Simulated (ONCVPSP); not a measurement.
# Pseudopotential generation for C: ONCV, PBEsol

Do these settings give a usable potential? It is generated, then checked for transferability, scattering, ghosts and hardness.

Program: ONCVPSP 4.0.1.1 (patched build). Reference atom: PBEsol, scalar-relativistic, spherical and spin-unpolarised. All values are calculated.

## 1. Starting point

The settings as typed:

| Quantity | Value |
| --- | --- |
| element | carbon (C, Z = 6) |
| type | optimised norm-conserving Vanderbilt (ONCV) |
| frozen core | [He] |
| valence charge | 4 |
| reference configuration | 2s1.75 2p2.25 |
| partial waves | 2s: rc 0.85 bohr, ncon 3, nbas 8, qcut 8.6 1/bohr, 3 projectors, debl 1.1 Ha; 2p: rc 2.35 bohr, ncon 4, nbas 9, qcut 5.3 1/bohr, 2 projectors, debl 2.8 Ha; d scattering state at 0.31 Ha: rc 2.25 bohr, ncon 5, nbas 8, qcut 4.5 1/bohr, 1 projector |
| local potential | polynomial inside 0.60 bohr (lpopt 5, dvloc0 6 Ha) |
| core correction | polynomial model core, fcfact 0.5 |

The nodes and maxima of the atom's own shells, from an earlier all-electron run, set the scale for the radii.

All-electron outer shells of the reference configuration (PBEsol, scalar-relativistic, ld1.x):

| shell | level (eV) | outermost node (bohr) | outermost maximum (bohr) |
| --- | --- | --- | --- |
| 1s | -272.29 | – | 0.18 |
| 2s | -13.77 | 0.38 | 1.22 |
| 2p | -5.35 | – | 1.20 |

## 2. Generation

The input, C.dat:

```
# ATOM AND REFERENCE CONFIGURATION
# atsym  z   nc   nv     iexc    psfile
  C 6.00    1    2  -116133      upf
#
#   n    l    f
    1    0    2.00
    2    0    1.75
    2    1    2.25
#
# PSEUDOPOTENTIAL AND OPTIMIZATION
# lmax
    2
#
#   l,   rc,      ep,       ncon, nbas, qcut
    0    0.85    0.00    3    8    8.60
    1    2.35    0.00    4    9    5.30
    2    2.25    0.31    5    8    4.50
#
# LOCAL POTENTIAL
# lloc, lpopt,  rc(5),   dvloc0
    4    5    0.60    6.00
#
# VANDERBILT-KLEINMAN-BYLANDER PROJECTORs
# l, nproj, debl
    0    3    1.10
    1    2    2.80
    2    1    1.60
#
# MODEL CORE CHARGE
# icmod, fcfact, rcfact
    1    0.50    0.00
#
# LOG DERIVATIVE ANALYSIS
# epsh1, epsh2, depsh
   -2.00    5.00    0.02
#
# OUTPUT GRID
# rlmax, drl
    6.00    0.01
#
# TEST CONFIGURATIONS
# ncnf
    4
# nvcnf
#   n    l    f
    2
    2    0    2.00
    2    1    2.00
#
    2
    2    0    2.00
    2    1    1.00
#
    2
    2    0    2.00
    2    1    0.00
#
    2
    2    0    0.00
    2    1    4.00
#
```

Run with:

```
$ oncvpsp.x < C.dat > C.out
```

Before running it: what results should come out? Wanted: cutoffs for 1 and 0.1 mHa per electron, occupied waves; bound ghosts; GHOST(+) flags; largest test error; largest phase difference near zero energy, channels read; rms error of d²Exc/dn², without and with the model core.

As calculated:

```
                                                quantity                                     value
  cutoffs for 1 and 0.1 mHa per electron, occupied waves                           20 Ha and 28 Ha
                                            bound ghosts                           s at -241.90 eV
                                          GHOST(+) flags  s at 3302 eV, s at 5106 eV, s at 7595 eV
                            largest test error (AE − PS)                     +634 meV, for 2s2 2p0
largest phase difference near zero energy, channels read                                 0.000 rad
 rms error of d²Exc/dn², without and with the model core                         1.40 and 1.10 mHa
```

What this shows: It has a bound ghost (s), a state that the atom doesn't have, and that rules the file out. The worst unpolarised test, 2s2 2p0, is off by 634 meV on 32.7 eV; by total energies transferability rates as poor. By its cutoff, 20 Ha for the looser tolerance, it is of middling hardness. At the looser tolerance the 2s wave is the slowest; 2p needs 10 Ha. Near zero energy the phases of the channels with partial waves agree within 0.001 rad. The program also flags highly localised states, GHOST(+) (s). All of this concerns the isolated atom, not yet a solid.
